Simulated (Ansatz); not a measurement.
# BrH3HfO3: the cost of one run

Program: Ansatz 0.2.0. Level of theory: RKS BLYP-D4/def2-SVP. These are calculated values, not measurements.

**1. The structure to begin with**

Bond lengths: Hf1–Br2 3.245 Å, Hf1–O3 1.825 Å, Hf1–H4 2.390 Å, Hf1–O5 1.877 Å, Hf1–O6 1.872 Å, O5–H7 0.965 Å, O6–H8 0.967 Å. Angles: Br2–Hf1–O3 69.2°, Br2–Hf1–H4 37.7°, Br2–Hf1–O5 93.5°, Br2–Hf1–O6 87.6°, O3–Hf1–H4 31.5°, O3–Hf1–O5 108.8°, O3–Hf1–O6 111.9°, H4–Hf1–O5 104.0°, H4–Hf1–O6 103.0°, O5–Hf1–O6 136.8°, Hf1–O5–H7 116.1°, Hf1–O6–H8 115.5°.

As a file:

```xyz
8

Hf   -0.4826    0.5097    0.5586
Br    1.5334   -1.4329   -1.0813
O    -1.2180    0.0117   -1.0362
H    -0.2796   -0.7089   -1.4870
O     0.5784    2.0333    0.2857
O    -0.6188   -0.8459    1.8429
H     0.8999    2.1706   -0.6137
H    -0.4127   -1.7376    1.5309
```

**2. Pulling towards end A**

Springs on the bonds that form and break draw the guess towards this end; the thresholds are loose.

File input.yaml:

```yaml
crystal:
  periodic: [false, false, false]
  atoms:
    - { symbol: Hf, position_ang: [-0.4826, 0.5097, 0.5586] }
    - { symbol: Br, position_ang: [1.5334, -1.4329, -1.0813] }
    - { symbol: O, position_ang: [-1.218, 0.0117, -1.0362] }
    - { symbol: H, position_ang: [-0.2796, -0.7089, -1.487] }
    - { symbol: O, position_ang: [0.5784, 2.0333, 0.2857] }
    - { symbol: O, position_ang: [-0.6188, -0.8459, 1.8429] }
    - { symbol: H, position_ang: [0.8999, 2.1706, -0.6137] }
    - { symbol: H, position_ang: [-0.4127, -1.7376, 1.5309] }
basis:
  gaussian: { orbitals: def2-SVP }
hamiltonian:
  xc: blyp
  dispersion: d4
relax:
  f_tol: 0.15
  max_steps: 25
  restrain:
    - { distance: [3, 1], at: 2.81, k: 30.0 }
    - { distance: [0, 1], at: 2.95, k: 30.0 }
    - { distance: [3, 2], at: 0.97, k: 30.0 }
```

The run is started by

```console
ansatz run input.yaml --threads 2 --pin off --max-ram 3072MiB --backend cpu --events-out ev --progress --plain --runs-dir out
```

Q: Estimate wall time and peak memory on 2 threads of Intel Xeon 6975P-C (Granite Rapids), shared host.

About 19 s, with a peak of 0.2 GiB.
